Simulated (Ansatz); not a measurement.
# CH₉AlOSi₂: up Jacob's ladder to CCSD(T)

One table from this session's results is given with a row withheld; the runs are named, their logs left out.

Program: Ansatz 0.2.0, Gaussian basis. Level of theory: functionals in def2-TZVPP, the program's frozen cores in correlated methods. These are calculated values, not measurements.

The runs, in order: PBE-D4, r2SCAN-D4, PBE0-D4, B3LYP-D4, ωB97X-V, ωB97M-V, B2PLYP; CCSD(T)/def2-TZVPP; MP2/def2-QZVPP; extrapolation to the limit.

### Structure used throughout

An earlier PBE0-D4 in a triple-zeta def2 set relaxation fixed the geometry.

14 atoms, charge 0, spin multiplicity 1.

Atoms are counted from 1 here; the program's logs count them from 0.

Bond lengths: C1–O2 1.397 Å, C1–H6 1.095 Å, C1–H7 1.095 Å, C1–H8 1.098 Å, O2–Al3 1.688 Å, Al3–Si4 2.451 Å, Al3–H9 1.580 Å, Si4–Si5 2.340 Å, Si4–H10 1.494 Å, Si4–H11 1.492 Å, Si5–H12 1.488 Å, Si5–H13 1.489 Å, Si5–H14 1.489 Å. Angles: O2–C1–H6 110.1°, O2–C1–H7 110.1°, O2–C1–H8 112.7°, H6–C1–H7 107.9°, H6–C1–H8 107.9°, H7–C1–H8 108.0°, C1–O2–Al3 134.1°, O2–Al3–Si4 117.2°, O2–Al3–H9 115.9°, Si4–Al3–H9 126.9°, Al3–Si4–Si5 110.4°, Al3–Si4–H10 110.9°, Al3–Si4–H11 112.2°, Si5–Si4–H10 107.3°, Si5–Si4–H11 108.5°, H10–Si4–H11 107.4°, Si4–Si5–H12 112.5°, Si4–Si5–H13 109.5° and more.

The first run:

in.yaml reads:

```yaml
crystal:
  periodic: [false, false, false]
  atoms:
    - {symbol: C, position_ang: [-0.889428, 0.938169, 2.072137]}
    - {symbol: O, position_ang: [-0.563581, -0.418637, 2.141553]}
    - {symbol: Al, position_ang: [0.357049, -1.455325, 1.178705]}
    - {symbol: Si, position_ang: [1.379416, -0.499676, -0.833514]}
    - {symbol: Si, position_ang: [-0.272494, 0.182103, -2.344382]}
    - {symbol: H, position_ang: [-1.975148, 1.061369, 2.003268]}
    - {symbol: H, position_ang: [-0.548262, 1.453604, 2.975782]}
    - {symbol: H, position_ang: [-0.437068, 1.438526, 1.205325]}
    - {symbol: H, position_ang: [0.432158, -2.959203, 1.658713]}
    - {symbol: H, position_ang: [2.196231, 0.704947, -0.496480]}
    - {symbol: H, position_ang: [2.279596, -1.469047, -1.523306]}
    - {symbol: H, position_ang: [0.300424, 0.753051, -3.593378]}
    - {symbol: H, position_ang: [-1.134622, 1.214906, -1.705908]}
    - {symbol: H, position_ang: [-1.137271, -0.973888, -2.709713]}
basis:
  gaussian: {orbitals: def2-TZVPP}
hamiltonian: {xc: pbe, dispersion: d4}
output: {forces: true, orbitals: {seedname: orbitals}}
```

Command:

```
$ ansatz run in.yaml --threads 4 --pin off --events-out ev --progress --plain --max-ram 10444MiB
```

Steps of the session up to this table: PBE-D4 (GGA); r2SCAN-D4 (meta-GGA); PBE0-D4 (hybrid); B3LYP-D4 (hybrid); ωB97X-V (range-separated); ωB97M-V (range-separated); B2PLYP (double hybrid); CCSD(T) in def2-TZVPP; MP2 in def2-QZVPP.

One of the session's tables, all rows but one given; the rest of the session is left out.

```
            method  atomisation energy (kJ/mol)
            PBE-D4                       4480.5
         r2SCAN-D4                       4492.9
           PBE0-D4                       4443.6
          B3LYP-D4                       4479.5
           ωB97X-V                       4516.7
           ωB97M-V                            ?
            B2PLYP                       4420.9
     HF/def2-TZVPP                       3359.5
    MP2/def2-TZVPP                       4381.4
   CCSD/def2-TZVPP                       4332.9
CCSD(T)/def2-TZVPP                       4381.2
           MP2/CBS                       4494.7
       CCSD(T)/CBS                       4494.4
```

Q: Estimate the row for ωB97M-V from the others.

As computed: atomisation energy (kJ/mol): 4483.5. In the column «atomisation energy (kJ/mol)» it lies between PBE-D4 (4480.5) and r2SCAN-D4 (4492.9).

Limits of these values: Free atoms (1 C, 1 O, 1 Al, 2 Si, 9 H) were run apart at each level; the atomisation energy is their sum less the molecule, without zero-point or spin-orbit terms.
